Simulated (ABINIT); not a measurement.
# GaSb3 (Fm-3m) in ABINIT: a series of runs

Aim: see how the results for GaSb3 move with the level of theory and the settings. Levels: r2SCAN, PBE. Tasks: band structure.

All numbers are computed with ABINIT 10.8.3 (patched build); they aren't measurements. Logs are shortened: lines on timing, memory, paths and dates and some standing lists are left out, and cuts for length are marked. The log counts tension as positive stress, the text compression.

## 1. The crystal as given

It takes space group Fm-3m (No. 225, cubic). The conventional cell has a = 7.461 Å, b = 7.461 Å, c = 7.461 Å, α = 90.00°, β = 90.00°, γ = 90.00°. Around Sb (site symmetry m-3m) lie 8 Sb at 3.23 Å. Sb (site symmetry -43m) has 4 Sb at 3.23 Å and 4 Ga at 3.23 Å as nearest neighbours. Ga (site symmetry m-3m) has 8 Sb at 3.23 Å as nearest neighbours.

The cell comes from a database or a generator and needn't be the stable form of this composition.

## 2. Band structure, r2SCAN

run.abi reads:

```
# Datasets: ground state, then fixed potential
ndtset 2

# Pseudopotentials
pp_dirpath "./"
pseudos "Sb.GGA_PBE-JTH.xml, Ga.GGA_PBE-JTH.xml"

# Structure
acell 9.9699267769 9.9699267769 9.9699267769
rprim
     0.0000000000     0.7071067812     0.7071067812
     0.7071067812     0.0000000000     0.7071067812
     0.7071067812     0.7071067812     0.0000000000
ntypat 2
znucl 51 31
natom 4
typat 1 1 1 2
xred
     0.5000000000     0.5000000000     0.5000000000
     0.7500000000     0.7500000000     0.7500000000
     0.2500000000     0.2500000000     0.2500000000
     0.0000000000     0.0000000000     0.0000000000

# Plane-wave basis
ecut 544.227725 eV
pawecutdg 40.0

# Exchange and correlation
ixc -497498
usekden 1
pawxcdev 0

# Bands and occupations
occopt 3
tsmear 0.05 eV

# SCF cycle
nstep 100

# Output
iomode 3
prtwf 0
prteig 0
prtebands 0
prtden1 1
prtkden1 1
prtvha1 1
prtvclmb1 1
prtpot1 1

# Dataset 1
kptopt1 1
ngkpt1 6 6 6
nshiftk1 1
shiftk1 0.0 0.0 0.0
nband1 35
tolvrs1 1.0e-7

# Dataset 2: bands along G-X-W-K-G-L-U-W-L-K
iscf2 -2
getden2 1
getkden2 1
nband2 41
nbdbuf2 4
tolwfr2 1.0e-11
kptopt2 -9
ndivsm2 5
prteig2 1
prtvol2 -3
kptbounds2
     0.0000000000     0.0000000000     0.0000000000
     0.5000000000     0.0000000000     0.5000000000
     0.5000000000     0.2500000000     0.7500000000
     0.3750000000     0.3750000000     0.7500000000
     0.0000000000     0.0000000000     0.0000000000
     0.5000000000     0.5000000000     0.5000000000
     0.6250000000     0.2500000000     0.6250000000
     0.5000000000     0.2500000000     0.7500000000
     0.5000000000     0.5000000000     0.5000000000
     0.3750000000     0.3750000000     0.7500000000
```

Potentials or basis: JTH PAW PBE v2.0.

The run is started by

```console
> abinit run.abi > log 2>&1
```

run.abo:

```text
.Version 10.8.3 of ABINIT
 DATASET    1 : space group Fm -3 m (#225); Bravais cF (face-center cubic)
================================================================================
 Values of the parameters that define the memory need for DATASET  1.
     intxc =       0    ionmov =       0      iscf =      17    lmnmax =      18
     lnmax =       6     mgfft =      45  mpssoang =       3    mqgrid =    3001
     natom =       4  nloc_mem =       2    nspden =       1   nspinor =       1
    nsppol =       1      nsym =      48    n1xccc =       1    ntypat =       2
    occopt =       3   xclevel =       2
       mpw =        3024          nfft =       91125          nkpt =          16
 PAW method is used; the additional fine FFT grid is defined by:
   mgfftf=        60    nfftf =    216000
================================================================================
================================================================================

 DATASET    2 : space group Fm -3 m (#225); Bravais cF (face-center cubic)
================================================================================
 Values of the parameters that define the memory need for DATASET  2.
     intxc =       0    ionmov =       0      iscf =      -2    lmnmax =      18
     lnmax =       6     mgfft =      45  mpssoang =       3    mqgrid =    3001
     natom =       4  nloc_mem =       2    nspden =       1   nspinor =       1
    nsppol =       1      nsym =      48    n1xccc =       1    ntypat =       2
    occopt =       3   xclevel =       2
       mpw =        3028          nfft =       91125          nkpt =          87
 PAW method is used; the additional fine FFT grid is defined by:
   mgfftf=        60    nfftf =    216000
================================================================================
================================================================================

--------------------------------------------------------------------------------
------------- Echo of variables that govern the present computation ------------
--------------------------------------------------------------------------------
 -outvars: echo values of preprocessed input variables --------
            acell      9.9699267769E+00  9.9699267769E+00  9.9699267769E+00 Bohr
              amu      1.21753000E+02  6.97230000E+01
             ecut      2.00000000E+01 Hartree
           getden1          0
           getden2          1
          getkden1          0
          getkden2          1
             iscf1         17
             iscf2         -2
              ixc     -497498
           jdtset        1    2
           kptopt1          1
           kptopt2         -9
         kptrlatt        6    0    0      0    6    0      0    0    6
          kptrlen1     5.98195607E+01
          kptrlen2     3.00000000E+01
            natom           4
            nband1         35
            nband2         41
           nbdbuf1          0
           nbdbuf2          4
           ndtset           2
           ndivsm1          0
           ndivsm2          5
            ngfft          45      45      45
          ngfftdg          60      60      60
             nkpt1         16
             nkpt2         87
            nstep         100
             nsym          48
           ntypat           2
           occopt           3
        pawecutdg      4.00000000E+01 Hartree
         pawxcdev           0
        prtebands           0
           prteig1          0
           prteig2          1
          prtkden           1
           prtpot1          1
           prtpot2          0
         prtvclmb1          1
         prtvclmb2          0
           prtvha1          1
           prtvha2          0
           prtvol1          0
           prtvol2         -3
            prtwf           0
            rprim      0.0000000000E+00  7.0710678120E-01  7.0710678120E-01
                       7.0710678120E-01  0.0000000000E+00  7.0710678120E-01
                       7.0710678120E-01  7.0710678120E-01  0.0000000000E+00
[... 1499 lines left out ...]
  4.46E-12  4.18E-12  6.23E-12  6.18E-12  8.89E-12  4.53E-12  7.57E-12  3.05E-12
  7.56E-12  2.61E-12  8.59E-12  5.04E-12  3.54E-12  4.23E-11  9.36E-10  6.78E-10
  1.63E-04
 -8.5014E-01 -8.5007E-01 -8.4990E-01 -8.4973E-01 -8.4968E-01 -8.4003E-01
 -8.3984E-01 -8.3981E-01 -8.3967E-01 -8.3953E-01 -8.3949E-01 -8.3927E-01
 -8.3912E-01 -8.3912E-01 -8.3905E-01 -3.0702E-01 -3.0675E-01 -3.0665E-01
 -3.0639E-01 -3.0625E-01 -1.2398E-01 -1.1582E-01 -8.5351E-02  1.2759E-02
  7.3812E-02  1.4688E-01  2.0780E-01  2.2630E-01  2.6384E-01  2.9673E-01
  3.1450E-01  3.6777E-01  3.8411E-01  4.2650E-01  4.3677E-01  4.5987E-01
  5.4783E-01  5.6097E-01  5.6752E-01  5.7182E-01  6.0653E-01

Result for kinetic energy density :

--------------------------------------------------------------------------------
 Total kinetic energy density [Ha/Bohr^3]
)     Maximum=    3.1429E-01  at reduced coord.    0.0667    0.9333    0.9833
)     Minimum=    4.6113E-03  at reduced coord.    0.6833    0.3167    0.1333
   Integrated=    1.7024E+01
--------------------------------------------------------------------------------

--- !ResultsGS
iteration_state: {dtset: 2, }
comment   : Summary of ground state results
lattice_vectors:
- [  0.0000000,   7.0498028,   7.0498028, ]
- [  7.0498028,   0.0000000,   7.0498028, ]
- [  7.0498028,   7.0498028,   0.0000000, ]
lattice_lengths: [   9.96993,    9.96993,    9.96993, ]
lattice_angles: [ 60.000,  60.000,  60.000, ] # degrees, (23, 13, 12)
lattice_volume:   7.0074645E+02
convergence: {deltae:  0.000E+00, res2:  0.000E+00, residm:  1.000E-11, diffor:  0.000E+00, }
etotal    :  -2.58861336E+02
entropy   :   0.00000000E+00
fermie    :   2.65587521E-01
cartesian_stress_tensor: null
pressure_GPa: null
xred      :
- [  5.0000E-01,   5.0000E-01,   5.0000E-01, Sb]
- [  7.5000E-01,   7.5000E-01,   7.5000E-01, Sb]
- [  2.5000E-01,   2.5000E-01,   2.5000E-01, Sb]
- [  0.0000E+00,   0.0000E+00,   0.0000E+00, Ga]
cartesian_forces: null
force_length_stats: {min: null, max: null, mean: null, }
...

 Integrated electronic density in atomic spheres:
 ------------------------------------------------
 Atom  Sphere_radius  Integrated_density
    1        2.40089         12.34242870
    2        2.40089         12.36588979
    3        2.40089         12.36588979
    4        2.10359         10.93366640

================================================================================

 ----iterations are completed or convergence reached----

 Mean square residual over all n,k,spin=   61.359E-13; max=  99.998E-13
 reduced coordinates (array xred) for    4 atoms
       0.500000000000      0.500000000000      0.500000000000
       0.750000000000      0.750000000000      0.750000000000
       0.250000000000      0.250000000000      0.250000000000
       0.000000000000      0.000000000000      0.000000000000

 cartesian coordinates (angstrom) at end:
    1      3.73059499753007     3.73059499753007     3.73059499753007
    2      5.59589249629510     5.59589249629510     5.59589249629510
    3      1.86529749876503     1.86529749876503     1.86529749876503
    4      0.00000000000000     0.00000000000000     0.00000000000000
 length scales=  9.969926776900  9.969926776900  9.969926776900 bohr
              =  5.275858041128  5.275858041128  5.275858041128 angstroms
 Eigenvalues (hartree) for nkpt=  87  k points:
 kpt#   1, nband= 41, wtk=  1.00000, kpt=  0.0000  0.0000  0.0000 (reduced coord)
  -0.84999   -0.84999   -0.84999   -0.84982   -0.84982   -0.84012   -0.84012   -0.83992
  -0.83992   -0.83992   -0.83909   -0.83909   -0.83909   -0.83882   -0.83882   -0.30681
  -0.30681   -0.30681   -0.30625   -0.30625   -0.21820   -0.02805    0.01206    0.14602
   0.16226    0.16226    0.16226    0.16735    0.16735    0.16735    0.23272    0.23272
   0.23272    0.40429    0.40429    0.52073    0.52073    0.52073    0.72059    0.72059
   0.72059
 kpt#   2, nband= 41, wtk=  1.00000, kpt=  0.0357  0.0000  0.0357 (reduced coord)
  -0.84999   -0.84999   -0.84998   -0.84982   -0.84981   -0.84012   -0.84011   -0.83992
  -0.83991   -0.83991   -0.83909   -0.83909   -0.83909   -0.83883   -0.83882   -0.30681
  -0.30680   -0.30680   -0.30625   -0.30625   -0.21769   -0.02878    0.01088    0.14299
   0.15201    0.15201    0.16403    0.16893    0.17728    0.17728    0.23403    0.23460
   0.23460    0.40475    0.40807    0.51781    0.51859    0.51859    0.71612    0.71613
   0.72099
 kpt#   3, nband= 41, wtk=  1.00000, kpt=  0.0714  0.0000  0.0714 (reduced coord)
  -0.85000   -0.85000   -0.84998   -0.84981   -0.84981   -0.84013   -0.84009   -0.83992
  -0.83989   -0.83989   -0.83910   -0.83910   -0.83910   -0.83886   -0.83882   -0.30682
[... 578 lines left out ...]
 kpt#  86, nband= 41, wtk=  1.00000, kpt=  0.3889  0.3889  0.7222 (reduced coord)
  -0.85013   -0.85006   -0.84991   -0.84972   -0.84969   -0.83998   -0.83983   -0.83982
  -0.83968   -0.83953   -0.83949   -0.83926   -0.83913   -0.83912   -0.83909   -0.30700
  -0.30678   -0.30666   -0.30637   -0.30626   -0.12984   -0.11259   -0.08324    0.01477
   0.07709    0.16062    0.19492    0.22320    0.25440    0.29464    0.30485    0.37014
   0.38165    0.43199    0.44415    0.45780    0.55576    0.56662    0.57676    0.58550
   0.60122
 kpt#  87, nband= 41, wtk=  1.00000, kpt=  0.3750  0.3750  0.7500 (reduced coord)
  -0.85014   -0.85007   -0.84990   -0.84973   -0.84968   -0.84003   -0.83984   -0.83981
  -0.83967   -0.83953   -0.83949   -0.83927   -0.83912   -0.83912   -0.83905   -0.30702
  -0.30675   -0.30665   -0.30639   -0.30625   -0.12398   -0.11582   -0.08535    0.01276
   0.07381    0.14688    0.20780    0.22630    0.26384    0.29673    0.31450    0.36777
   0.38411    0.42650    0.43677    0.45987    0.54783    0.56097    0.56752    0.57182
   0.60653

== END DATASET(S) ==============================================================
================================================================================

 -outvars: echo values of variables after computation  --------
            acell      9.9699267769E+00  9.9699267769E+00  9.9699267769E+00 Bohr
           etotal1    -2.5886133631E+02
            fcart1    -7.6389234914E-29 -7.6389234914E-29  7.6389234914E-29
                      -5.3472464440E-28  2.2916770474E-28  7.6389234914E-29
                       6.8750311422E-28 -7.6389234914E-29 -2.2916770474E-28
                      -7.6389234914E-29 -7.6389234914E-29  7.6389234914E-29
            rprim      0.0000000000E+00  7.0710678120E-01  7.0710678120E-01
                       7.0710678120E-01  0.0000000000E+00  7.0710678120E-01
                       7.0710678120E-01  7.0710678120E-01  0.0000000000E+00
           strten1     5.0360793887E-05  5.0360793887E-05  5.0360793887E-05
                       0.0000000000E+00  0.0000000000E+00  0.0000000000E+00
           xangst      3.7305949975E+00  3.7305949975E+00  3.7305949975E+00
                       5.5958924963E+00  5.5958924963E+00  5.5958924963E+00
                       1.8652974988E+00  1.8652974988E+00  1.8652974988E+00
                       0.0000000000E+00  0.0000000000E+00  0.0000000000E+00
             xred      5.0000000000E-01  5.0000000000E-01  5.0000000000E-01
                       7.5000000000E-01  7.5000000000E-01  7.5000000000E-01
                       2.5000000000E-01  2.5000000000E-01  2.5000000000E-01
                       0.0000000000E+00  0.0000000000E+00  0.0000000000E+00
 Calculation completed.
```

It took 21 min on 1 thread of Arm Neoverse V2, shared host; peak memory 0.39 GiB.

What came out:

* Free energy: -7043.9758 eV
* Pressure: -1.5 GPa
* Band gap on the k mesh: none (metal or under the smearing width)
* Valence electrons inside the program's atomic spheres: Sb 12.34, 12.37; Ga 10.93

Levels at the corners of the path, in eV from the Fermi level:
```
point  band 27  band 28  band 29  band 30  band 31  band 32  band 33  band 34
    Γ    -2.81    -2.67    -2.67    -2.67    -0.89    -0.89    -0.89     3.77
    X     0.65     0.91     0.91     0.99     1.78     1.78     1.95     3.75
    W    -2.77    -2.61     1.30     1.42     2.10     2.10     3.44     4.11
    K    -1.57    -1.07    -0.05     0.85     1.33     2.78     3.23     4.38
    Γ    -2.81    -2.67    -2.67    -2.67    -0.89    -0.89    -0.89     3.77
    L    -2.86    -2.86    -0.54    -0.12     2.07     2.07     3.04     3.04
    U    -1.57    -1.07    -0.05     0.85     1.33     2.78     3.23     4.38
    W    -2.77    -2.61     1.30     1.42     2.10     2.10     3.44     4.11
    L    -2.86    -2.86    -0.54    -0.12     2.07     2.07     3.04     3.04
    K    -1.57    -1.07    -0.05     0.85     1.33     2.78     3.23     4.38
```

Caveat: totals of a meta-GGA on PAW files have another zero than those of a GGA; the PAW data sets were made with another functional, which shifts forces and pressure a little; spin-orbit coupling is left out, which moves the levels of the heavy elements.

## 3. Band structure, PBE

run.abi, as its differences from that of step 2:

```diff
@@ -24,9 +24,8 @@
 # Plane-wave basis
-ecut 544.227725 eV
-pawecutdg 40.0
+ecut 462.593566 eV
+pawecutdg 34.0
+pawxcdev 0
 
 # Exchange and correlation
-ixc -497498
-usekden 1
-pawxcdev 0
+ixc 11
 
@@ -45,3 +44,2 @@
 prtden1 1
-prtkden1 1
 prtvha1 1
@@ -56,3 +54,3 @@
 nband1 35
-tolvrs1 1.0e-7
+tolvrs1 1.0e-9
 
@@ -61,3 +59,2 @@
 getden2 1
-getkden2 1
 nband2 41
```

Potentials or basis: JTH PAW PBE v2.0.

The run is started by

```console
> abinit run.abi > log 2>&1
```

Wall time 4.8 min (1 thread of Arm Neoverse V2, shared host); peak memory 0.25 GiB.

Results (log left out):

| Item | Value |
| --- | --- |
| Free energy | -8895.0894 eV |
| Pressure | -0.8 GPa |
| Band gap on the k mesh | none (metal or under the smearing width) |
| Valence electrons inside the program's atomic spheres | Sb 12.36, 12.35; Ga 10.92 |

Levels at the corners of the path, in eV from the Fermi level:
| point | band 26 | band 27 | band 28 | band 29 | band 30 | band 31 | band 32 | band 33 | band 34 | band 35 |
| --- | --- | --- | --- | --- | --- | --- | --- | --- | --- | --- |
| Γ | -2.67 | -2.67 | -2.51 | -2.51 | -2.51 | -0.82 | -0.82 | -0.82 | 3.37 | 3.37 |
| X | -5.28 | 0.48 | 0.81 | 0.94 | 0.94 | 1.76 | 1.76 | 1.92 | 3.59 | 4.81 |
| W | -3.09 | -2.63 | -2.53 | 1.31 | 1.42 | 2.04 | 2.04 | 3.17 | 3.81 | 3.81 |
| K | -3.10 | -1.54 | -1.06 | -0.01 | 0.82 | 1.34 | 2.69 | 2.96 | 4.13 | 4.39 |
| Γ | -2.67 | -2.67 | -2.51 | -2.51 | -2.51 | -0.82 | -0.82 | -0.82 | 3.37 | 3.37 |
| L | -3.65 | -2.72 | -2.72 | -0.52 | -0.17 | 1.94 | 1.94 | 2.85 | 2.85 | 3.60 |
| U | -3.10 | -1.54 | -1.06 | -0.01 | 0.82 | 1.34 | 2.69 | 2.96 | 4.13 | 4.39 |
| W | -3.09 | -2.63 | -2.53 | 1.31 | 1.42 | 2.04 | 2.04 | 3.17 | 3.81 | 3.81 |
| L | -3.65 | -2.72 | -2.72 | -0.52 | -0.17 | 1.94 | 1.94 | 2.85 | 2.85 | 3.60 |
| K | -3.10 | -1.54 | -1.06 | -0.01 | 0.82 | 1.34 | 2.69 | 2.96 | 4.13 | 4.39 |

Caveat: spin-orbit coupling is left out, which moves the levels of the heavy elements.
